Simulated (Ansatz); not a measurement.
# LuMnIn (P-6m2) in Ansatz: a series of runs, part 2 of 2

Ansatz 0.2.0.

**3. Relaxation of cell and atoms, PBE, collinear spin, ferromagnetic start**

Input file input.yaml:

```yaml
crystal:
  lattice:
    - [4.7365597518, 0.0, 0.0]
    - [-2.3682798759, 4.1019810716, 0.0]
    - [0.0, 0.0, 3.400741]
  atoms:
    - { symbol: Lu, position: [0.0, 0.0, 0.0] }
    - { symbol: In, position: [0.6666666667, 0.3333333333, 0.5] }
    - { symbol: Mn, position: [0.3333333333, 0.6666666667, 0.5], spin: 4.0 }
hamiltonian:
  xc: pbe
  pseudopotentials: { kind: paw }
magnetization:
  spin_polarized: true
kpoints:
  mp_grid: { grid: [7, 7, 8] }
scf:
  occupations: { method: fermi_dirac, width: 0.05 }
output:
  forces: true
  stress: true
  eigenvalues: true
relax:
  f_tol: 0.01
  max_steps: 40
  cell: { stress_tol: 0.05 }
```

Potentials or basis: Ansatz PAW.

The run is started by

```
$ ansatz run input.yaml --threads 2 --pin off --max-ram 5632MiB --backend cpu --events-out ev --progress --plain --runs-dir out
```

Wall time 72 s (2 threads of Arm Neoverse V1, shared host); peak memory 0.46 GiB.

Results (log left out):

| Property | Result |
| --- | --- |
| Free energy | -24229.2830 eV |
| Relaxed volume | 21.99 Å³/atom |
| Relaxed cell | a = 4.734 Å, b = 4.734 Å, c = 3.399 Å, α = 90.00°, β = 90.00°, γ = 120.00° |
| Space group after relaxing (to 0.05 Å) | P-6m2 (No. 187) |
| Energy gained by relaxing | 0.0 meV/atom |
| Ionic steps | 4 |
| Pressure after relaxing | 0.0 GPa |
| Band gap on the k mesh | none (metal or under the smearing width) |
| Net moment | 3.51 μB per cell |
| Absolute moment | 4.22 μB per cell |
| Site moments | Lu -0.14; In -0.02; Mn +3.63 μB |

Final structure:
```
Lu In Mn
1.0
     4.73429    0.00000    0.00000
    -2.36714    4.10001    0.00000
     0.00000    0.00000    3.39913
Lu In Mn
1 1 1
Cartesian
  0.0000 0.0000 0.0000
  2.3671 1.3667 1.6996
  0.0000 2.7333 1.6996
```

Levels at points of the mesh, in eV from the Fermi level:
Spin up:
```tsv
k point	band 26	band 27	band 28	band 29	band 30	band 31
(0.00, 0.00, 0.00)	-2.21	-0.56	-0.56	0.27	2.36	3.89
(0.00, 0.00, -0.50)	-2.78	-1.36	1.33	1.33	2.73	2.73
```
Spin down:
| k point | band 23 | band 24 | band 25 | band 26 | band 27 | band 28 |
| --- | --- | --- | --- | --- | --- | --- |
| (0.00, 0.00, 0.00) | -1.65 | -0.99 | 0.31 | 0.69 | 0.69 | 1.12 |
| (0.00, 0.00, -0.50) | -1.31 | -1.31 | -0.29 | -0.29 | 1.90 | 2.35 |

Caveat: the plane-wave basis is chosen anew once the cell has moved, so the energies of steps on either side of that aren't comparable; spin-orbit coupling is left out, which moves the levels of the heavy elements.

**4. Relaxation of cell and atoms, PBEsol, collinear spin, ferromagnetic start**

Edit input.yaml of step 3 so:

```diff
@@ -10,3 +10,3 @@
 hamiltonian:
-  xc: pbe
+  xc: pbesol
   pseudopotentials: { kind: paw }
```

The run is started by

```
$ ansatz run input.yaml --threads 2 --pin off --max-ram 5632MiB --backend cpu --events-out ev --progress --plain --runs-dir out
```

Wall time 1.9 min (2 threads of Arm Neoverse V1, shared host); peak memory 0.53 GiB.

It converged, with:

* Free energy: -24005.7316 eV
* Relaxed volume: 20.85 Å³/atom
* Relaxed cell: a = 4.656 Å, b = 4.656 Å, c = 3.332 Å, α = 90.00°, β = 90.00°, γ = 120.00°
* Space group after relaxing (to 0.05 Å): P-6m2 (No. 187)
* Energy gained by relaxing: 14.7 meV/atom
* Ionic steps: 5
* Pressure after relaxing: 0.0 GPa
* Band gap on the k mesh: none (metal or under the smearing width)
* Net moment: 3.47 μB per cell
* Absolute moment: 4.06 μB per cell
* Site moments: Lu -0.12; In -0.01; Mn +3.51 μB

Step by step:
```csv
step,energy change (eV),largest force (eV/Å),volume (Å³)
1,0.0000,0.0000,66.07
2,-0.0282,0.0000,60.49
3,-0.0448,0.0000,62.75
4,-0.0450,0.0000,62.56
5,-0.0440,0.0000,62.56
```

Final structure:
```xyz
3
Lattice="4.6561 0.0000 0.0000 -2.3281 4.0323 0.0000 0.0000 0.0000 3.3321" Properties=species:S:1:pos:R:3 pbc="T T T"
Lu    0.0000    0.0000    0.0000
In    2.3281    1.3441    1.6660
Mn    0.0000    2.6882    1.6660
```

Levels at points of the mesh, in eV from the Fermi level:
Spin up:
```tsv
k point	band 25	band 26	band 27	band 28	band 29	band 30	band 31	band 32
(0.00, 0.00, 0.00)	-2.08	-2.08	-0.58	-0.58	0.24	2.62	4.19	4.19
(0.00, 0.00, -0.50)	-2.74	-2.74	-1.16	1.44	1.44	2.87	2.87	3.30
```
Spin down:
| k point | band 22 | band 23 | band 24 | band 25 | band 26 | band 27 | band 28 | band 29 |
| --- | --- | --- | --- | --- | --- | --- | --- | --- |
| (0.00, 0.00, 0.00) | -1.72 | -1.72 | -1.03 | 0.39 | 0.70 | 0.70 | 1.12 | 1.12 |
| (0.00, 0.00, -0.50) | -4.06 | -1.40 | -1.40 | -0.35 | -0.35 | 2.02 | 2.49 | 2.49 |

Caveat: the plane-wave basis is chosen anew once the cell has moved, so the energies of steps on either side of that aren't comparable; spin-orbit coupling is left out, which moves the levels of the heavy elements; the PAW data sets come from PBE, with cores solved anew for the run's functional, which leaves a small shift of forces and pressure.

**5. Relaxation of cell and atoms, RPBE, collinear spin, ferromagnetic start**

Edit input.yaml of step 4 so:

```diff
@@ -10,3 +10,3 @@
 hamiltonian:
-  xc: pbesol
+  xc: rpbe
   pseudopotentials: { kind: paw }
```

Potentials or basis: Ansatz PAW.

The run is started by

```
$ ansatz run input.yaml --threads 2 --pin off --max-ram 5632MiB --backend cpu --events-out ev --progress --plain --runs-dir out
```

Standard output:

```text
Warning: RAYON_NUM_THREADS=2 ignored (pool sized by the plan → 2); use --threads N
Engine: ansatz 0.2.0, aarch64-unknown-linux-gnu
Pseudopotentials: kind: paw
Pseudopotential: Lu, paw, valence charge 25, recommended cutoff 420 eV (normal), Lu.paw.azcp
Pseudopotential: In, paw, valence charge 13, recommended cutoff 420 eV (normal), In.paw.azcp
Pseudopotential: Mn, paw, valence charge 15, recommended cutoff 420 eV (normal), Mn.paw.azcp
Functional definition: RPBE
  parameter kappa = 0.804
  parameter beta = 0.06672455060314922
  exchange = rpbe_x(kappa = kappa, mu = beta*pi^2/3)
[... 155 lines left out ...]
  k-point 2 ↑: bands = ["-68.4477", "-43.4672", "-37.1537", "-37.1537", "-37.0611", "-14.1162", "-14.1162", "-14.0947", "-1.2244", "-1.1876", "-1.1876", "-1.1664", "-1.1664", "5.6468", "7.7761", "7.7814", "7.7814", "7.7879", "7.7918", "7.7918", "7.7918", "9.7839", "9.7839", "10.2572", "10.3434", "10.3434", "13.0334", "13.3864", "13.3864", "14.9468", "14.9468", "15.0990", "16.3421", "18.7981", "18.7981"]
  k-point 39 ↓: bands = ["-64.4562", "-43.5133", "-33.2143", "-33.2141", "-33.1038", "-14.3319", "-14.1876", "-14.1856", "-1.2593", "-1.2418", "-1.1688", "-1.1639", "-1.0971", "7.7191", "7.7487", "7.7700", "7.7743", "7.7751", "7.7954", "7.7982", "8.4767", "10.4649", "10.6967", "12.1464", "12.3947", "12.9370", "13.4584", "13.8249", "14.0010", "14.8716", "16.2416", "16.8924", "17.4727", "18.0748", "18.7899"]
--- Relaxed structure (4 steps of the walk, 4 accepted, 1 SCFs on fresh bases) ---
  F+E_penalty+E_count = -24254.78887843 eV   max|allowed force component| = 4.318e-17 eV/Å   (the final SCF, on the basis selected at the relaxed cell)
  cell:  # Å, volume = 68.7132 Å³
    - [4.797504755577237, 0.0, 0.0]
    - [-2.3987523777886186, 4.154760993106542, 0.0]
    - [0.0, 0.0, 3.4472946441376635]
  atoms:
    - { symbol: Lu, position: [-2.166276400630905e-34, -8.086042550587501e-35, 0.0] }
    - { symbol: In, position: [0.6666666666666666, 0.3333333333333333, 0.5] }
    - { symbol: Mn, position: [0.3333333333333333, 0.6666666666666666, 0.5] }
```

It took 1.8 min on 2 threads of Arm Neoverse V1, shared host; peak memory 0.47 GiB.

What came out:

```yaml
Free_energy: -24254.7889 eV
Relaxed_volume: 22.90 Å³/atom
Relaxed_cell: a = 4.798 Å, b = 4.798 Å, c = 3.447 Å, α = 90.00°, β = 90.00°, γ = 120.00°
Space_group_after_relaxing_to_0.05_Å: P-6m2 (No. 187)
Energy_gained_by_relaxing: 7.0 meV/atom
Ionic_steps: 5
Pressure_after_relaxing: 0.0 GPa
Band_gap_on_the_k_mesh: none (metal or under the smearing width)
Net_moment: 3.56 μB per cell
Absolute_moment: 4.39 μB per cell
Site_moments: Lu -0.16; In -0.02; Mn +3.76 μB
```

Step by step:
```tsv
step	energy change (eV)	largest force (eV/Å)	volume (Å³)
1	0.0000	0.0000	66.07
2	-0.0143	0.0000	70.11
3	-0.0199	0.0000	68.82
4	-0.0200	0.0000	68.71
5	-0.0210	0.0000	68.71
```

Final structure:
```
CELL_PARAMETERS angstrom
4.79750 0.00000 0.00000
-2.39875 4.15476 0.00000
0.00000 0.00000 3.44729
ATOMIC_POSITIONS crystal
Lu 0.00000 0.00000 0.00000
In 0.66667 0.33333 0.50000
Mn 0.33333 0.66667 0.50000
```

Levels at points of the mesh, in eV from the Fermi level:
Spin up:
```
            k point  band 24  band 25  band 26  band 27  band 28  band 29  band 30  band 31  band 32  band 33
 (0.00, 0.00, 0.00)    -2.94    -2.39    -2.39    -0.58    -0.58     0.29     2.15     3.63     3.63     4.22
(0.00, 0.00, -0.50)    -3.22    -2.90    -2.90    -1.58     1.23     1.23     2.63     2.63     2.90     2.90
```
Spin down:
| k point | band 23 | band 24 | band 25 | band 26 | band 27 | band 28 |
| --- | --- | --- | --- | --- | --- | --- |
| (0.00, 0.00, 0.00) | -1.61 | -0.95 | 0.25 | 0.68 | 0.68 | 1.16 |
| (0.00, 0.00, -0.50) | -1.23 | -1.23 | -0.23 | -0.23 | 1.87 | 2.26 |

Caveat: the plane-wave basis is chosen anew once the cell has moved, so the energies of steps on either side of that aren't comparable; spin-orbit coupling is left out, which moves the levels of the heavy elements; the PAW data sets come from PBE, with cores solved anew for the run's functional, which leaves a small shift of forces and pressure.

**6. Summary**

| level | gap on the mesh (eV) | pressure (GPa) | moment (μB) | relaxed volume (Å³/atom) |
| --- | --- | --- | --- | --- |
| LDA | none | 0.0 | 3.44 | 19.90 |
| PBE | none | 0.0 | 3.51 | 21.99 |
| PBEsol | none | 0.0 | 3.47 | 20.85 |
| RPBE | none | 0.0 | 3.56 | 22.90 |

Alike in all rows: task relaxation of cell and atoms; potentials or basis Ansatz PAW; spin collinear, ferromagnetic start; cell relaxed; k mesh 7 × 7 × 8; cutoff (eV) 420; smearing fermi-dirac 0.05 eV.

Caveats: the plane-wave basis is chosen anew once the cell has moved, so the energies of steps on either side of that aren't comparable; spin-orbit coupling is left out, which moves the levels of the heavy elements; the PAW data sets come from PBE, with cores solved anew for the run's functional, which leaves a small shift of forces and pressure (some runs).

Total energies depend on the potentials used, so only differences within one code and one set of settings carry meaning.
